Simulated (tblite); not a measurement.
# C4H8GeN2Se: the cost of one run

Programs: tblite 0.8.0 and PySCF 2.14.0, with density-fitted response routines of our own. Each step states its level of theory. These are calculated values for one molecule in the gas phase, unless marked as measured. Atoms are numbered from 0 throughout.

### Step 1. The starting structure

16 atoms, charge 0, multiplicity 1; geometry from: force field or distance geometry start.

Bonds of the start (Å): C0–C1 1.52, C1–C2 1.38, C2–N3 1.36, N3–Ge4 1.88, Ge4–Se5 2.38, N3–C6 1.34, C6–N7 1.35, N7–C1 1.32, C0–H8 1.09, C0–H9 1.11, C0–H10 1.12, C2–H11 1.09, Ge4–H12 1.53, Ge4–H13 1.56, Se5–H14 1.56, C6–H15 1.07.

### Step 2. Optimising the geometry with GFN2-xTB

Job settings and geometry (Å):

```
{"job": {"kind": "relax", "xc": "GFN2-xTB", "basis": "xTB"}, "charge": 0, "multiplicity": 1}
C      2.932000    -0.075600     0.243600
C      1.503700    -0.176400    -0.266500
C      0.385700    -0.195500     0.550300
N     -0.725500    -0.292100    -0.226500
Ge    -2.490400    -0.358300     0.407000
Se    -3.489100     1.766800     0.020400
C     -0.266200    -0.350800    -1.483500
N      1.078700    -0.278800    -1.511500
H      3.630700    -0.497500    -0.473200
H      3.112900     0.985800     0.515900
H      2.919600    -0.637700     1.207600
H      0.379900    -0.126200     1.641200
H     -3.292400    -1.507000    -0.199800
H     -2.527400    -0.570800     1.948700
H     -2.290600     2.764700    -0.018300
H     -0.869200    -0.441600    -2.366700
```

On the command line:

```sh
> OMP_NUM_THREADS=1 python probes_run.py task.json out
```

This one command runs all jobs of the session in turn.

**Question.** How long does this first job take on 1 thread of Arm Neoverse V2, shared host, and how much memory does it need?

About 1.1 s, with a peak of 0.18 GiB.
